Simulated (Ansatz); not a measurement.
# Li3BiB2O6: the cost of one run

All numbers below are computed with Ansatz 0.2.0 (DFT r2SCAN+D3(BJ), plane waves, PAW, scalar-relativistic, no spin polarisation).

## (1) The starting structure

The cell holds 24 atoms (B4Bi2Li6O12): a = 5.208 Å, b = 7.261 Å, c = 8.475 Å, α = 70.00°, β = 87.65°, γ = 88.36°.

Its coordinates follow in the input file.

## (2) Run 1

20 steps of 1 fs under a Langevin thermostat and barostat at 1200 K and 0 GPa.

File input.yaml:

```yaml
crystal:
  lattice:
    - [5.208486, 0.0, 0.0]
    - [0.207286, 7.258276, 0.0]
    - [0.347796, 2.890101, 7.959153]
  atoms:
    - { symbol: Li, position: [0.178463, 0.073473, 0.080029] }
    - { symbol: Li, position: [0.313823, 0.948968, 0.737063] }
    - { symbol: Li, position: [0.323995, 0.23802, 0.373716] }
    - { symbol: Li, position: [0.676005, 0.76198, 0.626284] }
    - { symbol: Li, position: [0.686177, 0.051032, 0.262937] }
    - { symbol: Li, position: [0.821537, 0.926527, 0.919971] }
    - { symbol: B, position: [0.176394, 0.859973, 0.434552] }
    - { symbol: B, position: [0.337488, 0.688594, 0.081371] }
    - { symbol: B, position: [0.662512, 0.311406, 0.918629] }
    - { symbol: B, position: [0.823606, 0.140027, 0.565448] }
    - { symbol: Bi, position: [0.167915, 0.435987, 0.713045] }
    - { symbol: Bi, position: [0.832085, 0.564013, 0.286955] }
    - { symbol: O, position: [0.082709, 0.19433, 0.58219] }
    - { symbol: O, position: [0.247772, 0.522549, 0.222132] }
    - { symbol: O, position: [0.170174, 0.828854, 0.982101] }
    - { symbol: O, position: [0.294646, 0.764571, 0.593542] }
    - { symbol: O, position: [0.308574, 0.999296, 0.304683] }
    - { symbol: O, position: [0.391712, 0.293005, 0.946189] }
    - { symbol: O, position: [0.608288, 0.706995, 0.053811] }
    - { symbol: O, position: [0.691426, 0.000704, 0.695317] }
    - { symbol: O, position: [0.705354, 0.235429, 0.406458] }
    - { symbol: O, position: [0.829826, 0.171146, 0.017899] }
    - { symbol: O, position: [0.752228, 0.477451, 0.777868] }
    - { symbol: O, position: [0.917291, 0.80567, 0.41781] }
basis:
  ecutwfc: 500.0
kpoints:
  mp_grid: { grid: [2, 1, 1] }
hamiltonian:
  xc: r2scan
  dispersion: d3bj
scf:
  occupations: { method: fermi_dirac, width: 0.05 }
  lower_state_search: "off"
md:
  timestep: 1
  n_steps: 20
  ensemble: npt_langevin
  temperature: 1200.0
  initial_velocities: maxwell_boltzmann
  seed: 716070
  friction: 0.02
  pressure: 0.0
  fix_cell: [shape]
```

Run with:

```bash
ansatz run input.yaml --threads 1 --pin off --max-ram 3072MiB --backend cpu --events-out ev --progress --plain --runs-dir out
```

**Question.** How long does this run take on 1 thread of Arm Neoverse V2, shared host, and how much memory does it need?

About 10 min, with a peak of 1.3 GiB.
